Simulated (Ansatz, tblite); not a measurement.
# In4N4 wurtzite atom sphere (In₄N₄H₁₄): a ladder of methods and basis sets

How do method and basis change the picture of In4N4 wurtzite atom sphere (In₄N₄H₁₄) (singlet)?

Computed with Ansatz 0.2.0, Gaussian basis. Level: as each input shows.

Levels to be run: GFN1-xTB, GFN2-xTB, PBE-D4/def2-TZVP, r2SCAN-D4/def2-TZVP, PBE-D4/def2-SVP, PBE0-D4/def2-SVP.

1 further run of the same task is left out (set aside as unsound or not needed).

## 1. The structure

The singlet was relaxed beforehand with PBE-D4/def2-SVP.

22 atoms, charge 0, spin multiplicity 1.

Bond lengths: In1–N2 2.304 Å, In1–N4 2.204 Å, In1–H9 1.747 Å, In1–H10 1.747 Å, N2–In6 2.188 Å, N2–H11 1.031 Å, N2–H12 1.031 Å, In3–N4 2.204 Å, In3–N5 2.304 Å, In3–H13 1.747 Å, In3–H14 1.747 Å, N4–In7 2.204 Å, N4–H15 1.037 Å, N5–In6 2.188 Å, N5–H16 1.031 Å, N5–H17 1.031 Å, In6–N8 2.188 Å, In6–H18 1.743 Å and more. Angles: N2–In1–N4 98.5°, N2–In1–H9 101.7°, N2–In1–H10 101.7°, N4–In1–H9 110.5°, N4–In1–H10 110.5°, H9–In1–H10 128.5°, In1–N2–In6 120.4°, In1–N2–H11 106.6°, In1–N2–H12 106.7°, In6–N2–H11 108.9°, In6–N2–H12 108.9°, H11–N2–H12 104.1°, N4–In3–N5 98.5°, N4–In3–H13 110.5°, N4–In3–H14 110.5°, N5–In3–H13 101.7°, N5–In3–H14 101.7°, H13–In3–H14 128.5° and more.

As a file:

```xyz
22

In   -1.8653   -1.0704   -1.2283
N    -1.7007   -0.9852    1.0681
In    1.8551   -1.0819   -1.2323
N    -0.0023   -0.0040   -1.7281
N     1.7075   -0.9787    1.0645
In    0.0026    0.0045    2.0214
In    0.0035    2.1448   -1.2377
N    -0.0007    1.9702    1.0595
H    -1.6907   -2.7817   -1.5328
H    -3.2518   -0.0487   -1.5215
H    -1.7521   -1.9590    1.4036
H    -2.5727   -0.5547    1.4113
H     1.6645   -2.7941   -1.5219
H     3.2475   -0.0738   -1.5434
H    -0.0032   -0.0064   -2.7650
H     1.7709   -1.9488    1.4087
H     2.5782   -0.5368    1.3965
H     0.0039    0.0086    3.7641
H    -1.5678    2.8449   -1.5419
H     1.5795    2.8363   -1.5375
H    -0.8162    2.5052    1.3945
H     0.8103    2.5097    1.3984
```

In takes a core potential in the def2 sets. No spin-orbit coupling is included.

PBE0-D4/def2-TZVP was run before; its log isn't repeated, and its numbers join the tables.

## 2. GFN1-xTB

Tight binding, by tblite at 300 K electronic temperature and without a spin-polarisation term:

```python
tblite.interface.Calculator('GFN1-xTB', numbers, positions, charge=0, uhf=0).singlepoint()
```

Energy -721.0598 eV, HOMO -9.03 eV, LUMO -5.30 eV; 0.024 s.

## 3. GFN2-xTB

Tight binding, by tblite at 300 K electronic temperature and without a spin-polarisation term:

```python
tblite.interface.Calculator('GFN2-xTB', numbers, positions, charge=0, uhf=0).singlepoint()
```

Energy -643.9844 eV, HOMO -10.67 eV, LUMO -7.34 eV; 0.017 s.

## 4. PBE-D4/def2-TZVP

start.molden holds the orbitals of an earlier run on this state, given as this run's starting guess.

in.yaml reads:

```yaml
crystal:
  periodic: [false, false, false]
  atoms:
    - {symbol: In, position_ang: [-1.865318, -1.070378, -1.228299]}
    - {symbol: N, position_ang: [-1.700655, -0.985160, 1.068063]}
    - {symbol: In, position_ang: [1.855087, -1.081859, -1.232272]}
    - {symbol: N, position_ang: [-0.002345, -0.003984, -1.728100]}
    - {symbol: N, position_ang: [1.707494, -0.978694, 1.064524]}
    - {symbol: In, position_ang: [0.002557, 0.004499, 2.021449]}
    - {symbol: In, position_ang: [0.003493, 2.144806, -1.237739]}
    - {symbol: N, position_ang: [-0.000668, 1.970180, 1.059496]}
    - {symbol: H, position_ang: [-1.690692, -2.781689, -1.532830]}
    - {symbol: H, position_ang: [-3.251754, -0.048742, -1.521455]}
    - {symbol: H, position_ang: [-1.752091, -1.958982, 1.403590]}
    - {symbol: H, position_ang: [-2.572723, -0.554724, 1.411266]}
    - {symbol: H, position_ang: [1.664549, -2.794092, -1.521901]}
    - {symbol: H, position_ang: [3.247526, -0.073825, -1.543450]}
    - {symbol: H, position_ang: [-0.003194, -0.006442, -2.765044]}
    - {symbol: H, position_ang: [1.770882, -1.948780, 1.408716]}
    - {symbol: H, position_ang: [2.578179, -0.536821, 1.396481]}
    - {symbol: H, position_ang: [0.003925, 0.008590, 3.764103]}
    - {symbol: H, position_ang: [-1.567833, 2.844918, -1.541922]}
    - {symbol: H, position_ang: [1.579539, 2.836268, -1.537540]}
    - {symbol: H, position_ang: [-0.816223, 2.505160, 1.394496]}
    - {symbol: H, position_ang: [0.810263, 2.509731, 1.398358]}
basis:
  gaussian: {orbitals: def2-TZVP, fitting: {mean_field: def2-universal-jkfit}, initial_orbitals: start.molden}
hamiltonian: {xc: pbe, dispersion: d4}
scf: {omitted_lower_state_checks: [starts]}
output: {orbitals: {seedname: orbitals}}
```

Command:

```console
ansatz run in.yaml --threads 2 --pin off --events-out ev --progress --plain --max-ram 32768MiB --backend cuda --devices 0, --max-vram 18GiB
```

The log of the run:

```text
Functional definition: PBE
  name "PBE"
  cite "Perdew, Burke & Ernzerhof, Phys. Rev. Lett. 77, 3865 (1996) doi:10.1103/PhysRevLett.77.3865"
  parent pbe
  parameter kappa = 0.804
  parameter beta = 0.06672455060314922
  exchange = pbe_x(kappa = kappa, mu = beta*pi^2/3)
  correlation = pbe_c(beta = beta)
these checks for a lower state are left out or cut short: starts
1432 factors; integrals over basis functions are off by at most 6.3e-1 eV
mean field evaluation 1: about -26880.9624 eV, gradient 1.3e1 eV
mean field evaluation 2: about -26881.2552 eV, gradient 3.0e-1 eV
mean field evaluation 4: about -26881.2540 eV, gradient 6.9e-4 eV
mean field -26881.25395154 eV, -987.8678619506 hartree, gradient 1.5e-5 eV, S^2 0.000000; 0 other end points of the search recorded, 0 dependent functions left out
reference -26881.25406113 eV, -987.8678659782 hartree; 63, 63 occupied and 345, 345 virtual orbitals, 1432 factors
Total energy: -26882.08590616 eV, -987.8984357190 hartree
Checks for a lower state left out: starts
```

It took 6 s on 1 × H100 (card shared with other runs) with 2 threads of AMD EPYC 7R13, shared host; peak host memory 0.84 GiB.

Report: HOMO -5.95 eV, LUMO -1.82 eV.

## 5. r2SCAN-D4/def2-TZVP

in.yaml, as its differences from that of step 4:

```diff
@@ -27,4 +27,4 @@
   gaussian: {orbitals: def2-TZVP, fitting: {mean_field: def2-universal-jkfit}, initial_orbitals: start.molden}
-hamiltonian: {xc: pbe, dispersion: d4}
+hamiltonian: {xc: r2scan, dispersion: d4}
 scf: {omitted_lower_state_checks: [starts]}
-output: {orbitals: {seedname: orbitals}}
+output: {forces: true, orbitals: {seedname: orbitals}}
```

The command is unchanged.

The log of the run, shortened:

```text
Functional definition: r2SCAN
  name "r2SCAN"
  cite "Furness, Kaplan, Ning, Perdew & Sun, J. Phys. Chem. Lett. 11, 8208 (2020) doi:10.1021/acs.jpclett.0c02405"
  cite "Furness, Kaplan, Ning, Perdew & Sun, J. Phys. Chem. Lett. 11, 9248 (2020) doi:10.1021/acs.jpclett.0c03077"
  parent r2scan
[...]
1432 factors; integrals over basis functions are off by at most 6.3e-1 eV
[...]
mean field -26893.66248427 eV, -988.3238671178 hartree, gradient 2.2e-5 eV, S^2 0.000000; 0 other end points of the search recorded, 0 dependent functions left out
[...]
reference -26893.66251955 eV, -988.3238684143 hartree; 63, 63 occupied and 345, 345 virtual orbitals, 1432 factors
Total energy: -26893.88191105 eV, -988.3319309034 hartree
Atom 0 at    -1.865318    -1.070378    -1.228299 Å, force     0.089575     0.051208     0.016703 eV/Å
[...]
Atom 13 at     3.247526    -0.073825    -1.543450 Å, force    -0.199089    -0.138327     0.043317 eV/Å
Atom 14 at    -0.003194    -0.006442    -2.765044 Å, force     0.000431     0.001192     0.503822 eV/Å
Atom 15 at     1.770882    -1.948780     1.408716 Å, force    -0.042170     0.496317    -0.180841 eV/Å
Atom 16 at     2.578179    -0.536821     1.396481 Å, force    -0.450139    -0.217214    -0.173545 eV/Å
Atom 17 at     0.003925     0.008590     3.764103 Å, force    -0.000242    -0.000554    -0.254387 eV/Å
Atom 18 at    -1.567833     2.844918    -1.541922 Å, force     0.219626    -0.102778     0.041936 eV/Å
Atom 19 at     1.579539     2.836268    -1.537540 Å, force    -0.219496    -0.102390     0.042671 eV/Å
Atom 20 at    -0.816223     2.505160     1.394496 Å, force     0.412086    -0.282041    -0.175646 eV/Å
Atom 21 at     0.810263     2.509731     1.398358 Å, force    -0.409785    -0.284462    -0.177603 eV/Å
Dipole moment:     0.002429     0.001890     1.050170 e Å
Checks for a lower state left out: starts
```

Wall time 8.5 s (1 × H100 (card shared with other runs) with 2 threads of AMD EPYC 7R13, shared host); peak host memory 0.89 GiB.

Report: HOMO -6.19 eV, LUMO -1.48 eV.

## 6. PBE-D4/def2-SVP

in.yaml, as its differences from that of step 5:

```diff
@@ -26,5 +26,5 @@
 basis:
-  gaussian: {orbitals: def2-TZVP, fitting: {mean_field: def2-universal-jkfit}, initial_orbitals: start.molden}
-hamiltonian: {xc: r2scan, dispersion: d4}
+  gaussian: {orbitals: def2-SVP, initial_orbitals: start.molden}
+hamiltonian: {xc: pbe, dispersion: d4}
 scf: {omitted_lower_state_checks: [starts]}
-output: {forces: true, orbitals: {seedname: orbitals}}
+output: {orbitals: {seedname: orbitals}}
```

Same command.

The log of the run:

```text
Functional definition: PBE
  name "PBE"
  cite "Perdew, Burke & Ernzerhof, Phys. Rev. Lett. 77, 3865 (1996) doi:10.1103/PhysRevLett.77.3865"
  parent pbe
  parameter kappa = 0.804
  parameter beta = 0.06672455060314922
  exchange = pbe_x(kappa = kappa, mu = beta*pi^2/3)
  correlation = pbe_c(beta = beta)
these checks for a lower state are left out or cut short: starts
2764 factors; their error is unknown
mean field evaluation 1: about -26872.1213 eV, gradient 5.3e1 eV
mean field evaluation 2: about -26873.1268 eV, gradient 1.4e0 eV
mean field evaluation 4: about -26873.0672 eV, gradient 2.4e-1 eV
mean field evaluation 8: about -26873.0674 eV, gradient 2.6e-5 eV
mean field -26873.06735971 eV, -987.5670102499 hartree, gradient 2.6e-5 eV, S^2 0.000000; 0 other end points of the search recorded, 0 dependent functions left out
reference -26873.06744719 eV, -987.5670134648 hartree; 63, 63 occupied and 167, 167 virtual orbitals, 2764 factors
Total energy: -26873.89929221 eV, -987.5975832056 hartree
Checks for a lower state left out: starts
```

Wall time 11 s (1 × H100 (card shared with other runs) with 2 threads of AMD EPYC 7R13, shared host); peak host memory 0.9 GiB.

From the report: HOMO -5.88 eV, LUMO -1.58 eV.

## 7. PBE0-D4/def2-SVP

in.yaml, as its differences from that of step 6:

```diff
@@ -27,3 +27,3 @@
   gaussian: {orbitals: def2-SVP, initial_orbitals: start.molden}
-hamiltonian: {xc: pbe, dispersion: d4}
+hamiltonian: {xc: pbe0, dispersion: d4}
 scf: {omitted_lower_state_checks: [starts]}
```

Launched as before.

The log of the run:

```text
Functional definition: PBE0
  name "PBE0"
  cite "Adamo & Barone, J. Chem. Phys. 110, 6158 (1999) doi:10.1063/1.478522"
  cite "Perdew, Burke & Ernzerhof, Phys. Rev. Lett. 77, 3865 (1996) doi:10.1103/PhysRevLett.77.3865"
  parent pbe
  parameter a = 0.25
  parameter kappa = 0.804
  parameter beta = 0.06672455060314922
  exchange = (1 - a)*pbe_x(kappa = kappa, mu = beta*pi^2/3) + a*exact_x
  correlation = pbe_c(beta = beta)
these checks for a lower state are left out or cut short: starts
2649 factors; integrals over basis functions are off by at most 1.2e-3 eV
mean field evaluation 1: about -26872.9187 eV, gradient 5.2e1 eV
mean field evaluation 2: about -26873.6073 eV, gradient 7.7e-1 eV
mean field evaluation 4: about -26873.8429 eV, gradient 3.7e-3 eV
mean field -26873.84292974 eV, -987.5955119230 hartree, gradient 3.8e-5 eV, S^2 0.000000; 0 other end points of the search recorded, 0 dependent functions left out
reference -26873.84299504 eV, -987.5955143225 hartree; 63, 63 occupied and 167, 167 virtual orbitals, 2649 factors
Total energy: -26874.57698858 eV, -987.6224880877 hartree
Checks for a lower state left out: starts
```

Run time: 7.5 s. Hardware: 1 × H100 (card shared with other runs) with 2 threads of AMD EPYC 7R13, shared host; peak host memory 0.89 GiB.

Report: HOMO -7.05 eV, LUMO -0.74 eV.

## 8. Comparison

| level | functions | HOMO (eV) | LUMO (eV) | gap (eV) | time |
| --- | --- | --- | --- | --- | --- |
| PBE-D4/def2-SVP | 230 | -5.88 | -1.58 | 4.29 | 11 s |
| PBE-D4/def2-TZVP | 408 | -5.95 | -1.82 | 4.13 | 6 s |
| r2SCAN-D4/def2-TZVP | 408 | -6.19 | -1.48 | 4.72 | 8.5 s |
| PBE0-D4/def2-SVP | 230 | -7.05 | -0.74 | 6.31 | 7.5 s |
| PBE0-D4/def2-TZVP | 408 | -7.11 | -1.01 | 6.10 | 8 s |

## 9. Binding energy

Free atoms were run apart at each level; binding is atoms less cluster, divided by the number of atoms, without zero-point or spin-orbit terms.

| level | binding an atom (eV) |
| --- | --- |
| PBE-D4/def2-SVP | 2.848 |
| PBE-D4/def2-TZVP | 2.852 |
| r2SCAN-D4/def2-TZVP | 2.824 |
| PBE0-D4/def2-SVP | 2.801 |
| PBE0-D4/def2-TZVP | 2.806 |

## 10. What came out

```
                                                 quantity                                value
gap in def2-TZVP, named functionals, smallest and largest  4.13 eV (PBE-D4), 6.10 eV (PBE0-D4)
                binding an atom, functionals in def2-TZVP   2.81 (PBE0-D4) to 2.85 eV (PBE-D4)
          PBE0 total energy, smallest basis above largest        7.93 eV (def2-SVP, def2-TZVP)
```

What this shows: Orbital gaps of the named functionals in def2-TZVP span 4.13 eV (PBE-D4) to 6.10 eV (PBE0-D4); exact exchange widens it.

The slowest run with a step of its own, PBE-D4/def2-SVP, took 11 s; the quickest functional in def2-TZVP took 6 s (shared host).
